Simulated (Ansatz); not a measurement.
# Ag: pressure up to the limit of the methods

One table from this session's results is given with a row withheld; the runs are named, their logs left out.

Method: DFT LDA, with the methods named in each step, in Ansatz 0.2.0.

1 further run of the same task is left out (it didn't finish). Runs told in other sessions of the task aren't counted.

**Starting point**

Symmetry: Fm-3m, No. 225, cubic system. The conventional cell has a = 3.999 Å, b = 3.999 Å, c = 3.999 Å, α = 90.00°, β = 90.00°, γ = 90.00°. Ag (site symmetry m-3m) has 12 Ag at 2.83 Å in its first shell of neighbours.

Coordinates:

```xyz
1
Lattice="0.0000 1.9997 1.9997 1.9997 0.0000 1.9997 1.9997 1.9997 0.0000" Properties=species:S:1:pos:R:3 pbc="T T T"
Ag    0.0000    0.0000    0.0000
```

Whether this phase is the stable one at these pressures isn't tested.

Set-up of the first run:

Contents of input.yaml:

```yaml
crystal:
  lattice:
    - [0.0, 1.9996666111, 1.9996666111]
    - [1.9996666111, 0.0, 1.9996666111]
    - [1.9996666111, 1.9996666111, 0.0]
  atoms:
    - { symbol: Ag, position: [0.0, 0.0, 0.0] }
kpoints:
  mp_grid: { grid: [18, 18, 18] }
scf:
  occupations: { method: fermi_dirac, width: 0.05 }
hamiltonian:
  xc: lda
  pseudopotentials: { kind: paw }
output:
  forces: true
  stress: true
  write_density: true
  write_potential: true
  elf: true
  volumetric_format: npy
relax:
  f_tol: 0.005
  max_steps: 40
  cell: {}
```

Launch:

```
ansatz run input.yaml --threads 1 --pin off --max-ram 2048MiB --backend cpu --events-out ev --progress --plain --runs-dir out
```

Steps of the session up to this table: Cell relaxed at zero pressure, PAW; Volume scaled by 1, PAW; Volume scaled by 0.88, PAW; Volume scaled by 0.78, PAW; Volume scaled by 0.68, PAW; Volume scaled by 0.58, PAW; Volume scaled by 0.5, PAW; Volume scaled by 0.43, PAW; Volume scaled by 0.43, PAW (source ansatz).

One table of the session follows, with a row left open; its other results are not shown here.

```
             method  volume over the first  volume (Å³/atom)  pressure (GPa)
                PAW                      1            16.022            0.00
                PAW                   0.88            14.099           25.39
                PAW                   0.78                 ?               ?
                PAW                   0.68            10.895          154.58
                PAW                   0.58             9.293          332.96
                PAW                    0.5             8.011          621.86
                PAW                   0.43             6.889         1107.11
PAW (source ansatz)                   0.43             6.889         1108.27
```

Estimate the missing values for PAW, 0.78.

As computed: volume (Å³/atom): 12.497; pressure (GPa): 68.63. In the column «volume (Å³/atom)» it lies between PAW, 0.68 (10.895) and PAW, 0.88 (14.099).

Caveats from the session: At pressures up to 1108 GPa the PAW spheres may overlap and frozen cores may not hold, so those PAW values are rough without an all-electron check.
